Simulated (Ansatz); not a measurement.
**Pd: one contact scaled**

An exercise on one series of results from a longer session: the logs are not shown, and one member is left open.

Computed with Ansatz 0.2.0 (DFT, PBEsol, PAW with Ansatz's default frozen-core files, scalar-relativistic, unless a step's input says otherwise).

1 further run of the same task is left out (it didn't finish).

## Starting point

Symmetry: P6_3/mmc, No. 194, hexagonal system. The conventional cell has a = 2.798 Å, b = 2.798 Å, c = 4.533 Å, α = 90.00°, β = 90.00°, γ = 120.00°. Pd (site symmetry -6m2) has 12 Pd at 2.78 to 2.80 Å as nearest neighbours.

As a file:

```xyz
2
Lattice="2.7984 0.0000 0.0000 -1.3992 2.4235 0.0000 0.0000 0.0000 4.5334" Properties=species:S:1:pos:R:3 pbc="T T T"
Pd    0.0000    1.6156    1.1333
Pd    1.3992    0.8078    3.4000
```

Atoms are numbered in the order of the input: Pd1, Pd2.

Set-up of the first run:

The input, input.yaml:

```yaml
crystal:
  lattice:
    - [2.7983685316, 0.0, 0.0]
    - [-1.3991842658, 2.4234582375, 0.0]
    - [0.0, 0.0, 4.5333570212]
  atoms:
    - { symbol: Pd, position: [0.3333333333, 0.6666666667, 0.25] }
    - { symbol: Pd, position: [0.6666666667, 0.3333333333, 0.75] }
kpoints:
  mp_grid: { grid: [12, 12, 7] }
scf:
  occupations: { method: fermi_dirac, width: 0.05 }
hamiltonian:
  xc: pbesol
  pseudopotentials: { kind: paw }
output:
  forces: true
  stress: true
  eigenvalues: true
  efg: { contact_densities: true }
  populations: true
  write_density: true
  write_potential: true
  elf: true
  volumetric_format: npy
```

Started as:

```console
$ ansatz run input.yaml --threads 1 --pin off --max-ram 2048MiB --backend cpu --events-out ev --progress --plain --runs-dir out
```

Steps of the session up to this table: Shortest bond scaled by 1, PAW; Shortest bond scaled by 1.1, PAW; Shortest bond scaled by 0.82, PAW; Shortest bond scaled by 0.76, PAW; Shortest bond scaled by 0.7, PAW; Shortest bond scaled by 0.7, PAW (cutoff 600 eV).

One of the session's tables, all rows but one given; the rest of the session is left out.

```
             method  length (Å)  F from the given length (eV/cell)  force along the bond (eV/Å)  pressure (GPa)  largest force (eV/Å)
                PAW       1.948                              4.221                       17.889           66.26                18.084
                PAW       2.115                              2.046                        9.154           32.75                 9.377
                PAW       2.283                              0.931                        4.693           12.26                 4.928
                PAW       2.784                              0.000                        0.000           -8.65                 0.000
                PAW       3.062                                  ?                            ?               ?                     ?
PAW (cutoff 600 eV)       1.948                                  –                       17.864           66.16                18.060
```

Estimate the missing values for PAW, 3.062.

The run gave: F from the given length (eV/cell): 0.231; force along the bond (eV/Å): -1.723; pressure (GPa): -2.93; largest force (eV/Å): 2.005.

Caveats from the session: Warnings in the runs' records: gradients without spin orbit.
